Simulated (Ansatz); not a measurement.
**CH6B2ClN: up Jacob's ladder to CCSD(T)**

Aim: compute CH6B2ClN with functionals from several rungs and with coupled cluster, and see how far each lands from CCSD(T) at the basis-set limit for the atomisation energy.

The runs use Ansatz 0.2.0, Gaussian basis; functionals in def2-TZVPP, the program's frozen cores in correlated methods.

Plan: LDA (SPW92), PBE-D4, revPBE-D4, BLYP-D4, r2SCAN-D4, B97M-V, PBE0-D4, B3LYP-D4, r2SCANh-D4, r2SCAN0-D4, HSE06-D4, BHLYP-D4, CAM-B3LYP-D4, LC-ωPBE, ωB97X-V, ωB97M-V, B2PLYP, PBE-QIDH; CCSD(T)/def2-SVP; CCSD(T)/def2-TZVPP; MP2/def2-QZVPP; extrapolation to the limit; RPA on PBE.

### Step 1. The geometry

An earlier PBE0-D4 in a triple-zeta def2 set relaxation fixed the geometry.

SMILES `BC(Cl)BN`, 11 atoms, charge 0, spin multiplicity 1.

Atoms are counted from 1 here; the program's logs count them from 0.

Bond lengths: B1–C2 1.536 Å, B1–H6 1.193 Å, B1–H7 1.199 Å, C2–Cl3 1.799 Å, C2–B4 1.600 Å, C2–H8 1.093 Å, B4–N5 1.385 Å, B4–H9 1.195 Å, N5–H10 1.006 Å, N5–H11 1.007 Å. Angles: C2–B1–H6 122.4°, C2–B1–H7 117.4°, H6–B1–H7 120.1°, B1–C2–Cl3 116.0°, B1–C2–B4 106.0°, B1–C2–H8 112.7°, Cl3–C2–B4 105.6°, Cl3–C2–H8 107.0°, B4–C2–H8 109.0°, C2–B4–N5 120.6°, C2–B4–H9 120.2°, N5–B4–H9 119.3°, B4–N5–H10 122.5°, B4–N5–H11 123.8°, H10–N5–H11 113.7°.

### Step 2. LDA

This LDA is Slater exchange with PW92 correlation.

Input file in.yaml:

```yaml
crystal:
  periodic: [false, false, false]
  atoms:
    - {symbol: B, position_ang: [1.250997, 0.503586, 1.130999]}
    - {symbol: C, position_ang: [0.303236, -0.583569, 0.601880]}
    - {symbol: Cl, position_ang: [-0.632242, -1.488631, 1.843766]}
    - {symbol: B, position_ang: [-0.786509, 0.177245, -0.288848]}
    - {symbol: N, position_ang: [-0.824599, -0.003713, -1.660965]}
    - {symbol: H, position_ang: [1.157329, 0.951731, 2.232649]}
    - {symbol: H, position_ang: [2.055064, 0.953892, 0.364582]}
    - {symbol: H, position_ang: [0.815073, -1.325370, -0.017164]}
    - {symbol: H, position_ang: [-1.574191, 0.913894, 0.225286]}
    - {symbol: H, position_ang: [-1.501013, 0.453856, -2.247966]}
    - {symbol: H, position_ang: [-0.197645, -0.609922, -2.163520]}
basis:
  gaussian: {orbitals: def2-TZVPP}
hamiltonian: {xc: lda}
output: {orbitals: {seedname: orbitals}}
```

Started as:

```
$ ansatz run in.yaml --threads 4 --pin off --events-out ev --progress --plain --max-ram 10444MiB
```

After this run come: PBE-D4 (GGA); revPBE-D4 (GGA); BLYP-D4 (GGA); r2SCAN-D4 (meta-GGA); B97M-V (meta-GGA); B3LYP-D4 (hybrid); r2SCANh-D4 (hybrid); r2SCAN0-D4 (hybrid); HSE06-D4 (hybrid); BHLYP-D4 (hybrid); CAM-B3LYP-D4 (range-separated); LC-ωPBE (range-separated); ωB97X-V (range-separated); ωB97M-V (range-separated); B2PLYP (double hybrid); PBE-QIDH (double hybrid); CCSD(T) in def2-SVP; CCSD(T) in def2-TZVPP; MP2 in def2-QZVPP; RPA on PBE orbitals.

Q: Predict the results of all the runs planned. Wanted: atomisation energy, CCSD(T)/CBS; farthest beyond LDA; mean size of error, GGA; mean size of error, meta-GGA; mean size of error, hybrid; mean size of error, range-separated; mean size of error, double hybrid; gap, smallest and largest; T1 diagnostic.

As calculated:

| quantity | value |
| --- | --- |
| atomisation energy, CCSD(T)/CBS | 3986.1 kJ/mol |
| functionals within 19.9 kJ/mol (0.5 %) | revPBE-D4, r2SCAN0-D4, LC-ωPBE, B2PLYP, PBE-QIDH |
| farthest beyond LDA | PBE-D4 (+113.8 kJ/mol) |
| mean size of error, GGA | 53.0 kJ/mol |
| mean size of error, meta-GGA | 43.3 kJ/mol |
| mean size of error, hybrid | 39.6 kJ/mol |
| mean size of error, range-separated | 40.1 kJ/mol |
| mean size of error, double hybrid | 10.9 kJ/mol |
| gap, smallest and largest | 3.56 eV (LDA (SPW92)), 11.11 eV (LC-ωPBE) |
| T1 diagnostic | 0.0123 |
| triples share of the correlation energy | 3.9 % |

In words: LDA overbinds by 586.2 kJ/mol (15 %). PBE-D4 is off by +113.8 kJ/mol. Double hybrids carry the basis error of their MP2 part in triple zeta, and no dispersion term here, so their miss is partly the set-up's. Taken by rung, double hybrid functionals do best (10.9 kJ/mol on average) and GGA ones worst beyond LDA (53.0 kJ/mol). meta-GGA functionals lie within the reference's doubt of that worst mean (43.3 kJ/mol), so those two tie. The reference freezes the cores and leaves out relativity and excitations past (T), so misses under about 19.9 kJ/mol can't be ranked. Hartree-Fock recovers 75 % of the binding; the rest is correlation. CCSD(T) in def2-SVP is off by -191.0 kJ/mol, worse than the median functional, from the basis alone. Orbital gaps span 3.6 to 11.1 eV; exact exchange widens them.
